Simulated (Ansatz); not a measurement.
# W16F: the cost of one run

Program: Ansatz 0.2.0. Level of theory: DFT PBE+D3(BJ), plane waves, PAW, scalar-relativistic, no spin polarisation. These are calculated values, not measurements.

## 1. The starting structure

The cell holds 17 atoms (FW16): a = 6.320 Å, b = 6.320 Å, c = 6.320 Å, α = 90.00°, β = 90.00°, γ = 90.00°.

Its coordinates follow in the input file.

## 2. End point A

input.yaml reads:

```yaml
crystal:
  lattice:
    - [6.32, 0.0, 0.0]
    - [0.0, 6.32, 0.0]
    - [0.0, 0.0, 6.32]
  atoms:
    - { symbol: W, position: [0.0, 0.0, 0.0] }
    - { symbol: W, position: [0.5, 0.0, 0.0] }
    - { symbol: W, position: [0.0, 0.5, 0.0] }
    - { symbol: W, position: [0.0, 0.0, 0.5] }
    - { symbol: W, position: [0.25, 0.25, 0.25] }
    - { symbol: W, position: [0.5, 0.5, 0.0] }
    - { symbol: W, position: [0.5, 0.0, 0.5] }
    - { symbol: W, position: [0.75, 0.25, 0.25] }
    - { symbol: W, position: [0.0, 0.5, 0.5] }
    - { symbol: W, position: [0.25, 0.75, 0.25] }
    - { symbol: W, position: [0.25, 0.25, 0.75] }
    - { symbol: W, position: [0.5, 0.5, 0.5] }
    - { symbol: W, position: [0.75, 0.75, 0.25] }
    - { symbol: W, position: [0.75, 0.25, 0.75] }
    - { symbol: W, position: [0.25, 0.75, 0.75] }
    - { symbol: W, position: [0.75, 0.75, 0.75] }
    - { symbol: F, position: [0.7420958, 0.0033972, 0.6236532] }
basis:
  ecutwfc: 420.0
kpoints:
  mp_grid: { grid: [3, 3, 3] }
hamiltonian:
  xc: pbe
  dispersion: d3bj
scf:
  occupations: { method: fermi_dirac, width: 0.05 }
  lower_state_search: "off"
relax:
  f_tol: 0.03
  max_steps: 60
  adjacent_minimum: "off"
```

Started as:

```sh
> ansatz run input.yaml --threads 4 --pin off --max-ram 10240MiB --backend cpu --events-out ev --progress --plain --runs-dir out
```

Q: Estimate wall time and peak memory on 4 threads of Arm Neoverse V1, shared host.

About 82 s, with a peak of 1.1 GiB.
